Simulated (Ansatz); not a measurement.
# C2H5NSi: up Jacob's ladder to CCSD(T)

The task here is to estimate one member of a computed series from the others.

The runs use Ansatz 0.2.0, Gaussian basis; functionals in def2-TZVPP, the program's frozen cores in correlated methods.

The runs, in order: LDA (SPW92), PBE-D4, revPBE-D4, BLYP-D4, r2SCAN-D4, B97M-V, PBE0-D4, B3LYP-D4, r2SCANh-D4, r2SCAN0-D4, HSE06-D4, BHLYP-D4, CAM-B3LYP-D4, LC-ωPBE, ωB97X-V, ωB97M-V, B2PLYP, PBE-QIDH; CCSD(T)/def2-SVP; CCSD(T)/def2-TZVPP; CCSD(T)/def2-QZVPP; extrapolation to the limit; RPA on PBE.

**The geometry**

The geometry comes from an earlier relaxation with PBE0-D4 in a triple-zeta def2 set; it is a stationary point, not always the lowest conformer.

SMILES `C[SiH2]C#N`, 9 atoms, charge 0, spin multiplicity 1.

Atoms are counted from 1 here; the program's logs count them from 0.

Bond lengths: C1–Si2 1.859 Å, C1–H5 1.092 Å, C1–H6 1.092 Å, C1–H7 1.092 Å, Si2–C3 1.855 Å, Si2–H8 1.482 Å, Si2–H9 1.482 Å, C3–N4 1.152 Å. Angles: Si2–C1–H5 110.7°, Si2–C1–H6 110.7°, Si2–C1–H7 110.1°, H5–C1–H6 108.4°, H5–C1–H7 108.4°, H6–C1–H7 108.4°, C1–Si2–C3 108.8°, C1–Si2–H8 112.7°, C1–Si2–H9 112.7°, C3–Si2–H8 106.1°, C3–Si2–H9 106.1°, H8–Si2–H9 110.0°, Si2–C3–N4 178.8°.

Set-up of the first run:

The input, in.yaml:

```yaml
crystal:
  periodic: [false, false, false]
  atoms:
    - {symbol: C, position_ang: [-0.671988, 0.931072, -0.497452]}
    - {symbol: Si, position_ang: [-0.146826, -0.554561, 0.488325]}
    - {symbol: C, position_ang: [1.638349, -0.910122, 0.129781]}
    - {symbol: N, position_ang: [2.747288, -1.112382, -0.107584]}
    - {symbol: H, position_ang: [-0.554071, 0.746110, -1.566809]}
    - {symbol: H, position_ang: [-0.072811, 1.803412, -0.229774]}
    - {symbol: H, position_ang: [-1.721898, 1.160394, -0.300882]}
    - {symbol: H, position_ang: [-0.893291, -1.779446, 0.117002]}
    - {symbol: H, position_ang: [-0.236353, -0.330778, 1.950292]}
basis:
  gaussian: {orbitals: def2-TZVPP}
hamiltonian: {xc: lda}
output: {orbitals: {seedname: orbitals}}
```

Launch:

```sh
$ ansatz run in.yaml --threads 2 --pin off --events-out ev --progress --plain --max-ram 32768MiB --backend cpu
```

Among the steps run: LDA; PBE-D4 (GGA); revPBE-D4 (GGA); BLYP-D4 (GGA); r2SCAN-D4 (meta-GGA); B97M-V (meta-GGA); B3LYP-D4 (hybrid); r2SCANh-D4 (hybrid); r2SCAN0-D4 (hybrid); HSE06-D4 (hybrid); BHLYP-D4 (hybrid); CAM-B3LYP-D4 (range-separated); LC-ωPBE (range-separated); ωB97X-V (range-separated); ωB97M-V (range-separated); B2PLYP (double hybrid); PBE-QIDH (double hybrid).

One table of the session follows, with a row left open; its other results are not shown here.

It belongs to the step «Orbital energies across the functionals». 

```
  functional  HOMO (eV)  gap (eV)
 LDA (SPW92)      -8.36      6.67
      PBE-D4      -8.21      6.75
   revPBE-D4      -8.15      6.78
     BLYP-D4      -8.07      6.73
   r2SCAN-D4      -8.51      7.29
      B97M-V          ?         ?
     PBE0-D4      -9.53      9.01
    B3LYP-D4      -9.29      8.54
  r2SCANh-D4      -8.99      8.13
  r2SCAN0-D4      -9.73      9.38
    HSE06-D4      -9.13      8.23
    BHLYP-D4     -10.73     11.15
CAM-B3LYP-D4     -10.93     11.46
     LC-ωPBE     -12.36     14.09
     ωB97X-V     -11.95     13.54
     ωB97M-V     -11.80     13.13
```

**Question.** Estimate the row for B97M-V.

The run gave: HOMO (eV): -8.53; gap (eV): 7.27. In the column «HOMO (eV)» it lies between r2SCANh-D4 (-8.99) and r2SCAN-D4 (-8.51).
